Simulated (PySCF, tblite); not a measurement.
# C4H8O3Si: geometry, infrared bands and NMR shifts

What infrared bands and NMR shifts should C4H8O3Si (`C=CO[SiH2]CC(=O)O`) show?

Programs: tblite 0.8.0 and PySCF 2.14.0, with density-fitted response routines of our own. Each step states its level of theory. These are calculated values for one molecule in the gas phase, unless marked as measured. Atoms count from 0, in the outputs and in this text.

## 1. The starting structure

16 atoms, charge 0, multiplicity 1; geometry from: force field or distance geometry start.

Bonds of the start (Å): C0–C1 1.31, C1–O2 1.40, O2–Si3 1.74, Si3–C4 1.85, C4–C5 1.46, C5–O6 1.25, C5–O7 1.38, C0–H8 1.08, C0–H9 1.11, C1–H10 1.09, Si3–H11 1.49, Si3–H12 1.47, C4–H13 1.13, C4–H14 1.10, O7–H15 1.00.

## 2. Relaxing the molecule with GFN2-xTB

What the job is given:

```
{"job": {"kind": "relax", "xc": "GFN2-xTB", "basis": "xTB"}, "charge": 0, "multiplicity": 1}
C     -3.252100     1.085700    -0.036400
C     -2.646400    -0.068600    -0.196600
O     -1.316100    -0.075700    -0.633800
Si    -0.147100    -0.371400     0.618300
C      1.534700    -0.722600    -0.054700
C      2.597600     0.056400     0.582100
O      2.324900     0.859500     1.504100
O      3.912300    -0.093900     0.174400
H     -2.792100     2.041300    -0.242700
H     -4.302000     1.143900     0.320700
H     -3.107800    -1.030800     0.019700
H     -0.648700    -1.581700     1.318600
H     -0.207900     0.727900     1.587400
H      1.742300    -1.816300     0.115700
H      1.622800    -0.552900    -1.140800
H      4.678100     0.408000     0.587300
```

Started as:

```
$ OMP_NUM_THREADS=1 python probes_run.py task.json out
```

One launch serves the whole session: the jobs run in the order shown.

**Question.** This job is followed by: GFN2-xTB harmonic vibrations, gas phase; GIAO PBE0/pcSseg-1 NMR shielding, non-relativistic, gas phase. Predict these results of the whole session: strongest single infrared mode (GFN2-xTB); zero-point energy (GFN2-xTB); 13C shifts against TMS (PBE0/pcSseg-1); 1H shifts against TMS (PBE0/pcSseg-1, means over atoms taken as alike); 17O shifts against H2O (PBE0/pcSseg-1); 29Si shifts against TMS (PBE0/pcSseg-1).

The runs gave:

```
                                                              quantity                                   value
                             strongest single infrared mode (GFN2-xTB)                   1770 cm⁻¹, 429 km/mol
                                          zero-point energy (GFN2-xTB)                           70.8 kcal/mol
                                13C shifts against TMS (PBE0/pcSseg-1)            179.2, 156.6, 94.7, 21.3 ppm
1H shifts against TMS (PBE0/pcSseg-1, means over atoms taken as alike)  6.63, 6.17, 5.10, 4.41, 4.38, 2.40 ppm
                                17O shifts against H2O (PBE0/pcSseg-1)                 440.6, 218.6, 112.7 ppm
                               29Si shifts against TMS (PBE0/pcSseg-1)                               -31.8 ppm
```

What this shows: Over 165 steps the energy fell by 0.996 eV; of the close pairs, O2–Si3 changed most, 1.738 to 1.632 Å. The lowest mode is imaginary (22i cm⁻¹), so the xTB geometry is not a minimum. The strongest single mode, at 1770 cm⁻¹, moves mainly C5 and O6. GFN2-xTB is a fitted tight-binding method: band positions and strengths are rough. Its intensities can rank the bands wrongly. C5 (carboxylic acid carbon) lies farthest downfield among carbon, at 179.2 ppm; it is a carbonyl in resonance with an O or N lone pair, the region of acids, esters and amides. H10 (hydrogen on an alkene carbon bearing oxygen) lies farthest downfield among hydrogen, at 6.63 ppm; attached to an sp2 carbon and in the plane of the double bond. At PBE0/pcSseg-1: Shielding is most anisotropic at O6 (span 611 ppm, paramagnetic term -509 ppm).
